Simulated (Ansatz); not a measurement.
# Hf2N: the cost of one run

Method: DFT PBEsol, scalar-relativistic, plane waves, PAW, in Ansatz 0.2.0.

2 further runs of the same task are left out: 2 set aside as unsound or not needed.

### 1 The system as given

The structure is tetragonal, space group P4_2/mnm (No. 136). Conventional cell: a = 5.296 Å, b = 5.296 Å, c = 3.227 Å, α = 90.00°, β = 90.00°, γ = 90.00°. Hf (site symmetry m2m) has 3 N at 2.21 to 2.22 Å as nearest neighbours. N (site symmetry mmm) has 6 Hf at 2.21 to 2.22 Å as nearest neighbours.

Coordinates:

```cif
data_structure
_symmetry_space_group_name_H-M 'P 1'
_symmetry_Int_Tables_number 1
_cell_length_a 5.2955
_cell_length_b 3.2274
_cell_length_c 10.5911
_cell_angle_alpha 90.000
_cell_angle_beta 90.000
_cell_angle_gamma 90.000
_cell_volume 181.01
loop_
_atom_site_label
_atom_site_type_symbol
_atom_site_fract_x
_atom_site_fract_y
_atom_site_fract_z
_atom_site_occupancy
Hf1 Hf 0.70454 0.00000 0.14773 1
Hf2 Hf 0.70454 0.00000 0.64773 1
Hf3 Hf 0.29546 0.00000 0.35227 1
Hf4 Hf 0.29546 0.00000 0.85227 1
Hf5 Hf 0.79546 0.50000 0.39773 1
Hf6 Hf 0.79546 0.50000 0.89773 1
Hf7 Hf 0.20454 0.50000 0.10227 1
Hf8 Hf 0.20454 0.50000 0.60227 1
N1 N 0.00000 0.00000 0.00000 1
N2 N 0.00000 0.00000 0.50000 1
N3 N 0.50000 0.50000 0.25000 1
N4 N 0.50000 0.50000 0.75000 1
```

It goes back to an entry of the Materials Project, which need not be the stable form.

It is built from the cell relaxed beforehand with the same method (15.08 Å³/atom).

### 2 The reference: the undisturbed cell on the scan's mesh

Contents of input.yaml:

```yaml
crystal:
  lattice:
    - [0.0, -5.2955389246, 0.0]
    - [0.0, 0.0, -3.2274489833]
    - [10.5910778492, 0.0, 0.0]
  atoms:
    - { symbol: Hf, position: [0.7045366981, 0.0, 0.147731651] }
    - { symbol: Hf, position: [0.7045366981, 0.0, 0.647731651] }
    - { symbol: Hf, position: [0.2954633019, 1.0, 0.352268349] }
    - { symbol: Hf, position: [0.2954633019, 1.0, 0.852268349] }
    - { symbol: Hf, position: [0.7954633019, 0.5, 0.397731651] }
    - { symbol: Hf, position: [0.7954633019, 0.5, 0.897731651] }
    - { symbol: Hf, position: [0.2045366981, 0.5, 0.102268349] }
    - { symbol: Hf, position: [0.2045366981, 0.5, 0.602268349] }
    - { symbol: "N", position: [1.0, 0.0, 0.0] }
    - { symbol: "N", position: [1.0, 0.0, 0.5] }
    - { symbol: "N", position: [0.5, 0.5, 0.25] }
    - { symbol: "N", position: [0.5, 0.5, 0.75] }
basis:
  ecutwfc: 420
kpoints:
  mp_grid: { grid: [9, 14, 5] }
hamiltonian:
  xc: pbesol
scf:
  occupations: { method: gaussian, width: 0.15 }
output:
  forces: true
  stress: true
  eigenvalues: true
```

On the command line:

```bash
ansatz run input.yaml --threads 2 --pin off --max-ram 5120MiB --backend cpu --events-out ev --progress --plain --runs-dir out
```

**Question.** How long does this run take on 2 threads of Intel Xeon 6975P-C (Granite Rapids), shared host, and how much memory does it need?

About 42 s, with a peak of 2.1 GiB.
